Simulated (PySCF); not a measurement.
# Cr²⁺: excitation energy in x2c-QZVPPall

Each state of chromium is computed at each level; their differences give the excitation energy. How far do the methods differ?

Method: unrestricted determinants in a Gaussian basis, no spin-orbit coupling in the energies. Code: PySCF 2.14.0.

### Step 1. The system

| Item | Value |
| --- | --- |
| Element | chromium (Z = 24) |
| Basis | x2c-QZVPPall (11s7p5d3f2g, 96 functions) |
| Hamiltonian | scalar relativity by spin-free X2C-1e |
| State 1 | Cr²⁺: [Ar] 3d3 4s1, high-spin 5F determinant (an excited configuration) |
| Needed too, but not shown | Cr²⁺ [Ar] 3d4 (5D) |
| Methods | UHF, LDA, PBE, PBE0, r2SCAN, B97-3, M06-2X, TPSSh, BLYP, MP2 |
| Core shells frozen in the correlated runs | valence: [Ar]; valence and next inner shell: [Ne] (for Cr²⁺) |

Outer shells as boxes (Hund's rule):

Cr2+ [Ar] 3d3 4s1
```
[Ar] core
3d [↑ ][↑ ][↑ ][  ][  ]
4s [↑ ]
```

The runs were made by one driver on top of PySCF. The scripts below sum up each run's settings (the driver also hands on starting orbitals that pick excited configurations, and frozen orbitals as a list rather than a count), and the logs come from the driver's own runs. The driver starts from symmetry-adapted Hartree-Fock orbitals, holds the occupation by maximum overlap and uses a logarithmic radial grid for functionals, so a plain start would take other cycles.

It was started by

```bash
$ OMP_NUM_THREADS=1 python atomrun2.py TASK.json OUT
```

The integrals over 96 functions and the set-up took 1.9 s of CPU time.

### Step 2. Cr²⁺ [Ar] 3d3 4s1

Level: UHF.

input.py

```python
from pyscf import gto, scf, dft, mp, cc
import basis_set_exchange as bse
mol = gto.M(atom="Cr 0 0 0", charge=2, spin=4, symmetry="D2h",
            basis=gto.basis.parse(bse.get_basis("x2c-QZVPPall", elements=["Cr"], fmt="nwchem", header=False)),
            nucmod="G")
mf = scf.UHF(mol).sfx2c1e()
mf.irrep_nelec = {'Ag': (4, 3), 'B1g': (1, 0), 'B2g': (1, 0), 'B3g': (1, 0), 'B1u': (2, 2), 'B2u': (2, 2), 'B3u': (2, 2)}
mf.kernel()
```

Level: LDA.

input.py differs from the last one in:

```diff
@@ -5,3 +5,3 @@
             nucmod="G")
-mf = scf.UHF(mol).sfx2c1e()
+mf = dft.UKS(mol, xc="LDA,VWN").sfx2c1e()
 mf.irrep_nelec = {'Ag': (4, 3), 'B1g': (1, 0), 'B2g': (1, 0), 'B3g': (1, 0), 'B1u': (2, 2), 'B2u': (2, 2), 'B3u': (2, 2)}
```

Level: PBE.

input.py differs from the last one in:

```diff
@@ -5,3 +5,3 @@
             nucmod="G")
-mf = dft.UKS(mol, xc="LDA,VWN").sfx2c1e()
+mf = dft.UKS(mol, xc="PBE").sfx2c1e()
 mf.irrep_nelec = {'Ag': (4, 3), 'B1g': (1, 0), 'B2g': (1, 0), 'B3g': (1, 0), 'B1u': (2, 2), 'B2u': (2, 2), 'B3u': (2, 2)}
```

Level: PBE0.

input.py differs from the last one in:

```diff
@@ -5,3 +5,3 @@
             nucmod="G")
-mf = dft.UKS(mol, xc="PBE").sfx2c1e()
+mf = dft.UKS(mol, xc="PBE0").sfx2c1e()
 mf.irrep_nelec = {'Ag': (4, 3), 'B1g': (1, 0), 'B2g': (1, 0), 'B3g': (1, 0), 'B1u': (2, 2), 'B2u': (2, 2), 'B3u': (2, 2)}
```

Level: r2SCAN.

input.py differs from the last one in:

```diff
@@ -5,3 +5,3 @@
             nucmod="G")
-mf = dft.UKS(mol, xc="PBE0").sfx2c1e()
+mf = dft.UKS(mol, xc="R2SCAN").sfx2c1e()
 mf.irrep_nelec = {'Ag': (4, 3), 'B1g': (1, 0), 'B2g': (1, 0), 'B3g': (1, 0), 'B1u': (2, 2), 'B2u': (2, 2), 'B3u': (2, 2)}
```

Level: B97-3.

input.py differs from the last one in:

```diff
@@ -5,3 +5,3 @@
             nucmod="G")
-mf = dft.UKS(mol, xc="R2SCAN").sfx2c1e()
+mf = dft.UKS(mol, xc="HYB_GGA_XC_B97_3").sfx2c1e()
 mf.irrep_nelec = {'Ag': (4, 3), 'B1g': (1, 0), 'B2g': (1, 0), 'B3g': (1, 0), 'B1u': (2, 2), 'B2u': (2, 2), 'B3u': (2, 2)}
```

Level: M06-2X.

input.py differs from the last one in:

```diff
@@ -5,3 +5,3 @@
             nucmod="G")
-mf = dft.UKS(mol, xc="HYB_GGA_XC_B97_3").sfx2c1e()
+mf = dft.UKS(mol, xc="M062X").sfx2c1e()
 mf.irrep_nelec = {'Ag': (4, 3), 'B1g': (1, 0), 'B2g': (1, 0), 'B3g': (1, 0), 'B1u': (2, 2), 'B2u': (2, 2), 'B3u': (2, 2)}
```

Level: TPSSh.

input.py differs from the last one in:

```diff
@@ -5,3 +5,3 @@
             nucmod="G")
-mf = dft.UKS(mol, xc="M062X").sfx2c1e()
+mf = dft.UKS(mol, xc="TPSSH").sfx2c1e()
 mf.irrep_nelec = {'Ag': (4, 3), 'B1g': (1, 0), 'B2g': (1, 0), 'B3g': (1, 0), 'B1u': (2, 2), 'B2u': (2, 2), 'B3u': (2, 2)}
```

Level: BLYP.

input.py differs from the last one in:

```diff
@@ -5,3 +5,3 @@
             nucmod="G")
-mf = dft.UKS(mol, xc="TPSSH").sfx2c1e()
+mf = dft.UKS(mol, xc="BLYP").sfx2c1e()
 mf.irrep_nelec = {'Ag': (4, 3), 'B1g': (1, 0), 'B2g': (1, 0), 'B3g': (1, 0), 'B1u': (2, 2), 'B2u': (2, 2), 'B3u': (2, 2)}
```

### Step 3. Cr²⁺ [Ar] 3d3 4s1, continued

Level: MP2 (valence).

Edit input.py of step 2 so:

```diff
@@ -5,4 +5,5 @@
             nucmod="G")
-mf = dft.UKS(mol, xc="BLYP").sfx2c1e()
+mf = scf.UHF(mol).sfx2c1e()
 mf.irrep_nelec = {'Ag': (4, 3), 'B1g': (1, 0), 'B2g': (1, 0), 'B3g': (1, 0), 'B1u': (2, 2), 'B2u': (2, 2), 'B3u': (2, 2)}
 mf.kernel()
+mp.UMP2(mf, frozen=9).kernel()
```

Level: MP2 (valence and next inner shell).

input.py differs from the last one in:

```diff
@@ -8,2 +8,2 @@
 mf.kernel()
-mp.UMP2(mf, frozen=9).kernel()
+mp.UMP2(mf, frozen=5).kernel()
```

**Question.** What will these runs give?

The runs gave:

| quantity | value |
| --- | --- |
| excitation energy, Cr²⁺ → [Ar] 3d3 4s1 | UHF 5.560, MP2 (valence and next inner shell) 6.201 eV |

In words: The methods span 0.774 eV, from UHF (5.560) to M06-2X (6.334). No reference value is at hand in this session. All values hold for this basis alone; no basis-set limit was taken.
